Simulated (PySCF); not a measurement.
# CrF3: EPR parameters at several levels of theory

Aim: compute the EPR parameters of CrF3 (`[F][Cr]([F])[F]`) at several levels, and see how far they spread and what each costs.

Programs: PySCF 2.14.0, with density-fitted response routines of our own. Each step states its level of theory. These are calculated values for one molecule in the gas phase, unless marked as measured. Atoms count from 0, in the outputs and in this text.

## Step 1: The starting structure

4 atoms, charge 0, multiplicity 4; geometry from: GFN2-xTB. The atoms were then displaced at random by about 0.03 Å, so the start is not that level's minimum.

Bonds of the start (Å): Cr0–F1 1.63, Cr0–F2 1.83, Cr0–F3 1.62.

## Step 2: Relaxing the molecule at PBE0-D3(BJ)/def2-SVP

Job settings and geometry (Å):

```
{"job": {"xc": "PBE0", "basis": "def2-SVP", "d3": "d3bj", "grid": 1, "maxiter": 40, "shake": 0.03, "kind": "geom"}, "charge": 0, "multiplicity": 4}
Cr     0.061130    -0.076740     0.013660
F      1.692730    -0.039430     0.005470
F     -0.892860     1.486760    -0.042560
F     -0.777710    -1.461030    -0.007040
```

Launch:

```console
$ OMP_NUM_THREADS=1 python probes_run.py task.json out
```

This one command runs all jobs of the session in turn.

The log of the run:

```text
step   0  E = -1343.22448935  max force = 0.097797
step   1  E = -1343.23909560  max force = 0.017213
step   2  E = -1343.23950778  max force = 0.005374
step   3  E = -1343.23957601  max force = 0.000685
step   4  E = -1343.23958440  max force = 0.000534
step   5  E = -1343.23958744  max force = 0.000385
optimisation converged
```

Wall time 23 s (1 thread of Arm Neoverse V2, shared host); peak memory 0.3 GiB.

Step by step:

| step | energy from step 0 (eV) | largest force component (eV/Å) |
| --- | --- | --- |
| 0 | 0.0000 | 5.0289 |
| 1 | -0.3975 | 0.8851 |
| 2 | -0.4087 | 0.2763 |
| 3 | -0.4105 | 0.0352 |
| 4 | -0.4108 | 0.0275 |
| 5 | -0.4108 | 0.0198 |

Distances of close pairs at the start and the end, largest changes first:

| bond | before (Å) | after (Å) | change (Å) |
| --- | --- | --- | --- |
| Cr0–F2 | 1.832 | 1.706 | -0.126 |
| Cr0–F3 | 1.619 | 1.707 | +0.088 |
| Cr0–F1 | 1.632 | 1.706 | +0.074 |

The next job starts from the end point, and lists it.

| at the end point | value |
| --- | --- |
| point group (found at 0.08 Å tolerance) | D3h |
| rotational constants (GHz, main isotopes) | 6.103, 6.079, 3.045 |
| dipole moment (D) | 0.01 |
| ⟨S²⟩ | 3.777 |

## Step 3: g tensor and hyperfine couplings: PBE0/def2-TZVP-core+IGLO-III

Job settings and geometry (Å):

```
{"job": {"kind": "epr"}, "charge": 0, "multiplicity": 4}
Cr     0.020014    -0.022948    -0.007019
F      1.725882    -0.025056    -0.002411
F     -0.827973     1.457768    -0.021828
F     -0.834633    -1.500204     0.000788
```

Method: UKS PBE0, IGLO-III on F, def2-TZVP-core on Cr, non-relativistic, mean-field spin-orbit, GIAO.

The log of the run, shortened:

```text
starts in def2-SVP, energy above the lowest (Eh): 0.00000 0.00000 0.00000 0.00000 0.05600
UKS, coarse grid
  cycle   1  E = -1323.86954660  |g| = 1.07e+01
  cycle   2  E = -1241.17269920  |g| = 9.08e+00
  cycle   3  E = -1276.47129775  |g| = 1.26e+01
  cycle   4  E = -1291.39194306  |g| = 1.17e+01
  cycle   5  E = -1293.75186174  |g| = 1.15e+01
  cycle   6  E = -1295.68031614  |g| = 1.14e+01
  cycle   7  E = -1295.91501875  |g| = 1.14e+01
  cycle   8  E = -1297.03462249  |g| = 1.13e+01
  cycle   9  E = -1299.03532790  |g| = 1.11e+01
  cycle  10  E = -1301.23579626  |g| = 1.09e+01
[... 6 cycles left out ...]
  cycle  17  E = -1343.20945182  |g| = 1.33e+00
  cycle  18  E = -1343.48844778  |g| = 9.64e-01
  cycle  19  E = -1343.71037018  |g| = 5.06e-01
  cycle  20  E = -1343.77139202  |g| = 2.39e-01
  cycle  21  E = -1343.78915328  |g| = 3.79e-02
  cycle  22  E = -1343.78975602  |g| = 1.36e-02
  cycle  23  E = -1343.78985304  |g| = 4.54e-03
  cycle  24  E = -1343.78987519  |g| = 1.88e-03
  cycle  25  E = -1343.78988935  |g| = 1.18e-03
  cycle  26  E = -1343.78989638  |g| = 4.71e-04
UKS, final grid
  cycle   1  E = -1343.79018784  |g| = 6.79e-04
  cycle   2  E = -1343.79018749  |g| = 1.58e-03
  cycle   3  E = -1343.79018823  |g| = 2.06e-04
  cycle   4  E = -1343.79018831  |g| = 1.88e-04
  cycle   5  E = -1343.79018841  |g| = 8.64e-05
  cycle   6  E = -1343.79018844  |g| = 2.19e-05
  cycle   7  E = -1343.79018845  |g| = 1.04e-05
E = -1343.79018845 Eh   <S^2> = 3.7721 (exact 3.7500)
g shifts (ppm)      1          2          3
  rmc          -597       -597       -597
  gc             86         86          3
  oz_so      -15776     -15764      -3746
  total      -16288     -16276      -4339
hyperfine (MHz)  atom isotope    a_iso     a_fc   dipolar eigenvalues
    0  53Cr     -21.55     -23.28    -29.47     14.73     14.74
    1   19F       6.88       6.79    -50.01    -47.16     97.18
    2   19F       6.90       6.80    -49.92    -47.19     97.11
    3   19F       6.93       6.82    -49.85    -47.22     97.07
zero-field splitting (cm-1)  D = -0.6941  E = -0.0015  (spin-spin -0.1420, spin-orbit -0.5521)
```

It took 73 s on 1 thread of Arm Neoverse V2, shared host; peak memory 0.79 GiB.

Principal g values 1.98603, 1.98604, 1.99798; g(iso) = 1.99002, against 2.00232 for a free electron.

Mean a(iso) over the nuclei that a row names, and the largest dipolar term of the row (other rows stand at the frozen geometry):

| nuclei | isotope | a(iso) (MHz) | a(iso) (G, at g = 2.0023) | largest dipolar term (MHz) |
| --- | --- | --- | --- | --- |
| Cr0 | 53Cr | -21.5 | -7.7 | -29.5 |
| F1, F2, F3 | 19F | 6.9 | 2.5 | 97.2 |

Zero-field splitting: D = -0.694 cm⁻¹ (spin-spin -0.142, spin-orbit -0.552), E = -0.002 cm⁻¹.

Mulliken spin populations:

| atom | value (e) |
| --- | --- |
| Cr0 | 3.03 |
| F1 | -0.01 |
| F2 | -0.01 |
| F3 | -0.01 |

The fields below are evaluated on a grid from the run's orbitals.

ELF in a plane through or near 4 of the atoms.

Ten even steps from '0' (0.00) to '9' (0.85):
```
0000000000000000000000000000
0000000000000000000000000000
0000000000000000000000000000
0000000000000000000000000000
0000000122211000000000000000
0000012467753100011110000000
0000025899986200256543100000
0000026997396100489997420000
0000025899962442494499630000
0000013577527447296798620000
0000000000038678247774210000
0000000000122221002321000000
0000000014799986200000000000
0000000025884698510000000000
0000000014799997410000000000
0000000002478864200000000000
0000000000123321000000000000
0000000000000000000000000000
0000000000000000000000000000
0000000000000000000000000000
```
The map spans 8.4 Å across and 8.5 Å up, centred on the molecule. Atoms in the plane (x, y in Å): Cr0 (0.0, 0.0), F1 (-0.3, -1.7), F2 (-1.3, 1.1), F3 (1.6, 0.6).

log10 of the density (e/Å³) in the same plane.

Ten even steps from ' ' (-4.0) to '@' (2.5):
```
                                                        
                                                        
                  ....                                  
          ......::::::::......                          
        ..::::------------::::::..::::::......          
      ..::::--====++++====----::----------::::..        
      ..::--==++**####**++==----============--::..      
      ..----++**##@@@@**++++====++********++==--::..    
      ..::--==++**####**********++##@@%%##**==--::..    
      ..::--====++++++**##%%%%##****####**++==--::..    
        ..::::----====**####%%##**++++++++==----....    
          ..::::--====++******++========----::::..      
          ..::::--==++**####**++==------::::....        
          ..::::--==++##%%%%****==--::::....            
            ..::--==++**####**++==--::....              
            ..::::--==++++++++==--::....                
              ..::::------------::....                  
                ......::::::::::..                      
                      ........                          
                                                        
```
The map spans 8.4 Å across and 8.5 Å up, centred on the molecule. Atoms in the plane (x, y in Å): Cr0 (0.0, 0.0), F1 (-0.3, -1.7), F2 (-1.3, 1.1), F3 (1.6, 0.6).

On the surface of density 0.002 e/bohr³ the electrostatic potential runs, from the 1st to the 99th percentile, from -0.65 V near F3 to 2.77 V near Cr0.

The spin density lies nearest to Cr0 90 %.

## Step 4: EPR parameters: PBE/def2-TZVP-core+IGLO-III

The job, as its differences from that of step 3:

```diff
@@ -1,2 +1,2 @@
-{"job": {"kind": "epr"}, "charge": 0, "multiplicity": 4}
+{"job": {"kind": "epr", "xc": "PBE"}, "charge": 0, "multiplicity": 4}
 Cr     0.020014    -0.022948    -0.007019
```

With the program's defaults for keys left out, this is: UKS PBE, IGLO-III on F, def2-TZVP-core on Cr, non-relativistic, mean-field spin-orbit, GIAO.

The log of the run, shortened:

```text
starts in def2-SVP, energy above the lowest (Eh): 0.00000 0.00000 0.00000 0.00000
UKS, coarse grid
  cycle   1  E = -1320.45309321  |g| = 1.14e+01
  cycle   2  E = -1239.06761530  |g| = 9.26e+00
  cycle   3  E = -1266.94560880  |g| = 1.31e+01
  cycle   4  E = -1281.89574186  |g| = 1.24e+01
  cycle   5  E = -1284.90015139  |g| = 1.22e+01
  cycle   6  E = -1285.43261167  |g| = 1.22e+01
  cycle   7  E = -1287.92487501  |g| = 1.21e+01
  cycle   8  E = -1291.71344380  |g| = 1.17e+01
  cycle   9  E = -1291.95774639  |g| = 1.16e+01
  cycle  10  E = -1301.74282942  |g| = 1.10e+01
[... 9 cycles left out ...]
  cycle  20  E = -1342.99285080  |g| = 1.67e+00
  cycle  21  E = -1338.59746543  |g| = 4.21e+00
  cycle  22  E = -1343.59097662  |g| = 8.77e-01
  cycle  23  E = -1343.73914224  |g| = 4.65e-01
  cycle  24  E = -1343.79373479  |g| = 1.87e-01
  cycle  25  E = -1343.80418751  |g| = 2.48e-02
  cycle  26  E = -1343.80417731  |g| = 2.60e-02
  cycle  27  E = -1343.80438046  |g| = 3.07e-03
  cycle  28  E = -1343.80438451  |g| = 1.19e-03
  cycle  29  E = -1343.80438605  |g| = 1.55e-04
UKS, final grid
  cycle   1  E = -1343.80477291  |g| = 3.02e-04
  cycle   2  E = -1343.80477264  |g| = 9.48e-04
  cycle   3  E = -1343.80477293  |g| = 1.29e-04
  cycle   4  E = -1343.80477293  |g| = 1.27e-04
  cycle   5  E = -1343.80477294  |g| = 1.40e-05
E = -1343.80477294 Eh   <S^2> = 3.7695 (exact 3.7500)
g shifts (ppm)      1          2          3
  rmc          -576       -576       -576
  gc             82         82          5
  oz_so      -11919     -11889      -2674
  total      -12413     -12384      -3245
hyperfine (MHz)  atom isotope    a_iso     a_fc   dipolar eigenvalues
    0  53Cr     -35.74     -37.21    -28.36     14.18     14.19
    1   19F       7.64       7.27    -59.01    -48.60    107.60
    2   19F       7.68       7.30    -58.92    -48.62    107.55
    3   19F       7.70       7.32    -58.87    -48.65    107.51
zero-field splitting (cm-1)  D = -0.6524  E = -0.0001  (spin-spin -0.1403, spin-orbit -0.5121)
```

Wall time 24 s (1 thread of Arm Neoverse V2, shared host); peak memory 0.64 GiB.

In short: g(iso) 1.99297.

## Step 5: g tensor and hyperfine couplings: B3LYP/def2-TZVP-core+IGLO-III

Job settings and geometry (Å):

```
{"job": {"kind": "epr", "xc": "B3LYP"}, "charge": 0, "multiplicity": 4}
Cr     0.020014    -0.022948    -0.007019
F      1.725882    -0.025056    -0.002411
F     -0.827973     1.457768    -0.021828
F     -0.834633    -1.500204     0.000788
```

With the program's defaults for keys left out, this is: UKS B3LYP, IGLO-III on F, def2-TZVP-core on Cr, non-relativistic, mean-field spin-orbit, GIAO.

The log of the run, shortened:

```text
starts in def2-SVP, energy above the lowest (Eh): 0.00000 0.00000 0.00000 0.00000 0.05429
UKS, coarse grid
  cycle   1  E = -1323.29407086  |g| = 1.09e+01
  cycle   2  E = -1238.89067435  |g| = 9.34e+00
  cycle   3  E = -1276.80930567  |g| = 1.25e+01
  cycle   4  E = -1293.84926159  |g| = 1.14e+01
  cycle   5  E = -1298.01022331  |g| = 1.12e+01
  cycle   6  E = -1299.57303544  |g| = 1.10e+01
  cycle   7  E = -1300.16248096  |g| = 1.09e+01
  cycle   8  E = -1301.38697993  |g| = 1.07e+01
  cycle   9  E = -1301.75790202  |g| = 1.07e+01
  cycle  10  E = -1306.74057016  |g| = 9.95e+00
[... 7 cycles left out ...]
  cycle  18  E = -1344.08429418  |g| = 7.88e-01
  cycle  19  E = -1344.28565250  |g| = 3.34e-01
  cycle  20  E = -1344.29491327  |g| = 2.73e-01
  cycle  21  E = -1344.31732949  |g| = 2.90e-02
  cycle  22  E = -1344.31784005  |g| = 2.24e-02
  cycle  23  E = -1344.31815804  |g| = 1.06e-02
  cycle  24  E = -1344.31832371  |g| = 4.44e-03
  cycle  25  E = -1344.31839361  |g| = 2.23e-03
  cycle  26  E = -1344.31842933  |g| = 9.52e-04
  cycle  27  E = -1344.31843383  |g| = 8.36e-04
UKS, final grid
  cycle   1  E = -1344.31876855  |g| = 1.58e-03
  cycle   2  E = -1344.31876588  |g| = 4.19e-03
  cycle   3  E = -1344.31877110  |g| = 5.24e-04
  cycle   4  E = -1344.31877163  |g| = 3.93e-04
  cycle   5  E = -1344.31877333  |g| = 3.38e-04
  cycle   6  E = -1344.31877438  |g| = 7.45e-05
  cycle   7  E = -1344.31877443  |g| = 3.25e-05
  cycle   8  E = -1344.31877443  |g| = 1.68e-05
E = -1344.31877443 Eh   <S^2> = 3.7689 (exact 3.7500)
g shifts (ppm)      1          2          3
  rmc          -600       -600       -600
  gc             87         87          7
  oz_so      -15423     -15407      -3347
  total      -15936     -15920      -3941
hyperfine (MHz)  atom isotope    a_iso     a_fc   dipolar eigenvalues
    0  53Cr     -31.01     -32.73    -30.38     15.18     15.20
    1   19F      11.68      11.49    -53.18    -47.84    101.03
    2   19F      11.70      11.50    -53.09    -47.87    100.96
    3   19F      11.71      11.51    -53.02    -47.91    100.93
zero-field splitting (cm-1)  D = -0.7937  E = -0.0011  (spin-spin -0.1403, spin-orbit -0.6535)
```

Run time: 67 s. Hardware: 1 thread of Arm Neoverse V2, shared host; peak memory 0.79 GiB.

In short: g(iso) 1.99039.

## Step 6: g tensor and hyperfine couplings: BHandHLYP/def2-TZVP-core+IGLO-III

Job settings and geometry (Å):

```
{"job": {"kind": "epr", "xc": "BHandHLYP"}, "charge": 0, "multiplicity": 4}
Cr     0.020014    -0.022948    -0.007019
F      1.725882    -0.025056    -0.002411
F     -0.827973     1.457768    -0.021828
F     -0.834633    -1.500204     0.000788
```

Method: UKS BHandHLYP, IGLO-III on F, def2-TZVP-core on Cr, non-relativistic, mean-field spin-orbit, GIAO.

The log of the run:

```text
starts in def2-SVP, energy above the lowest (Eh): 0.00000 0.00000 0.00000 0.00000
UKS, coarse grid
  cycle   1  E = -1331.84874265  |g| = 9.53e+00
  cycle   2  E = -1288.11852124  |g| = 8.28e+00
  cycle   3  E = -1306.43637546  |g| = 1.04e+01
  cycle   4  E = -1317.70790268  |g| = 8.68e+00
  cycle   5  E = -1321.02303352  |g| = 7.92e+00
  cycle   6  E = -1329.24279603  |g| = 6.89e+00
  cycle   7  E = -1328.25552491  |g| = 6.82e+00
  cycle   8  E = -1328.43319467  |g| = 6.82e+00
  cycle   9  E = -1333.30618236  |g| = 6.06e+00
  cycle  10  E = -1329.31968700  |g| = 6.53e+00
[... 3 cycles left out ...]
  cycle  14  E = -1344.11894578  |g| = 1.60e-01
  cycle  15  E = -1344.12789250  |g| = 4.72e-02
  cycle  16  E = -1344.12879947  |g| = 3.61e-02
  cycle  17  E = -1344.12927268  |g| = 1.48e-02
  cycle  18  E = -1344.12959390  |g| = 5.18e-03
  cycle  19  E = -1344.12967584  |g| = 3.75e-03
  cycle  20  E = -1344.12973604  |g| = 2.78e-03
  cycle  21  E = -1344.12980371  |g| = 1.82e-03
  cycle  22  E = -1344.12983796  |g| = 1.32e-03
  cycle  23  E = -1344.12984526  |g| = 5.21e-04
UKS, final grid
  cycle   1  E = -1344.13006433  |g| = 4.70e-04
  cycle   2  E = -1344.13006467  |g| = 5.76e-04
  cycle   3  E = -1344.13006486  |g| = 2.60e-04
  cycle   4  E = -1344.13006532  |g| = 2.34e-04
  cycle   5  E = -1344.13006564  |g| = 1.53e-04
  cycle   6  E = -1344.13006585  |g| = 8.45e-05
  cycle   7  E = -1344.13006593  |g| = 5.39e-05
  cycle   8  E = -1344.13006595  |g| = 4.39e-05
  cycle   9  E = -1344.13006597  |g| = 3.81e-05
  cycle  10  E = -1344.13006599  |g| = 2.91e-05
  cycle  11  E = -1344.13006600  |g| = 2.24e-05
  cycle  12  E = -1344.13006601  |g| = 1.72e-05
E = -1344.13006601 Eh   <S^2> = 3.7683 (exact 3.7500)
g shifts (ppm)      1          2          3
  rmc          -620       -620       -620
  gc             93         93          7
  oz_so      -21774     -21749      -3680
  total      -22302     -22276      -4293
hyperfine (MHz)  atom isotope    a_iso     a_fc   dipolar eigenvalues
    0  53Cr     -16.71     -18.86    -31.73     15.85     15.88
    1   19F      11.93      11.92    -45.35    -43.39     88.73
    2   19F      11.92      11.89    -45.24    -43.43     88.68
    3   19F      11.92      11.89    -45.19    -43.44     88.63
zero-field splitting (cm-1)  D = -0.9011  E = -0.0069  (spin-spin -0.1355, spin-orbit -0.7656)
```

Run time: 69 s. Hardware: 1 thread of Arm Neoverse V2, shared host; peak memory 0.79 GiB.

In short: g(iso) 1.98603.

## Step 7: Run by run: EPR parameters

g, ⟨S²⟩ and isotropic hyperfine couplings (MHz), with basis size and wall time:

| run | g(iso) | ⟨S²⟩ | 53Cr Cr0 | 19F F1 (mean) | functions | time |
| --- | --- | --- | --- | --- | --- | --- |
| PBE0/def2-TZVP-core+IGLO-III | 1.99002 | 3.772 | -21.5 | 6.9 | 185 | 73 s |
| PBE/def2-TZVP-core+IGLO-III | 1.99297 | 3.769 | -35.7 | 7.7 | 185 | 24 s |
| B3LYP/def2-TZVP-core+IGLO-III | 1.99039 | 3.769 | -31.0 | 11.7 | 185 | 67 s |
| BHandHLYP/def2-TZVP-core+IGLO-III | 1.98603 | 3.768 | -16.7 | 11.9 | 185 | 69 s |

## Step 8: Summary of results

| quantity | value |
| --- | --- |
| point group | D3h |
| rotational constants (main isotopes) | 6.10, 6.08, 3.05 GHz |
| D, E (PBE0) | -0.694, -0.002 cm⁻¹ |
| g(iso) (PBE0) | 1.99002 |
| ⟨S²⟩ | 3.772 (exact 3.75) |
| largest a(iso) (averaged by class) | 53Cr on Cr0, -21.5 MHz |
| surface potential, 1st and 99th percentile | -0.65 V and 2.77 V |

Single values in the summary come from the first run of each kind that ended normally (PBE0/def2-TZVP-core+IGLO-III), which need not be the best level. The start was shaken at random, so part of the energy gained undoes that. Relaxing lowered the energy by 0.411 eV in 5 steps; the close pair that moved most is Cr0–F2, from 1.832 to 1.706 Å. Cr0 carries the largest spin population, 3.03 e. The isotropic g lies 12.3 ppt below the free-electron value. DFT tends to give too small g shifts for metal centres. The coupling of 53Cr on Cr0 runs from -35.7 (PBE/def2-TZVP-core+IGLO-III) to -16.7 MHz (BHandHLYP/def2-TZVP-core+IGLO-III).
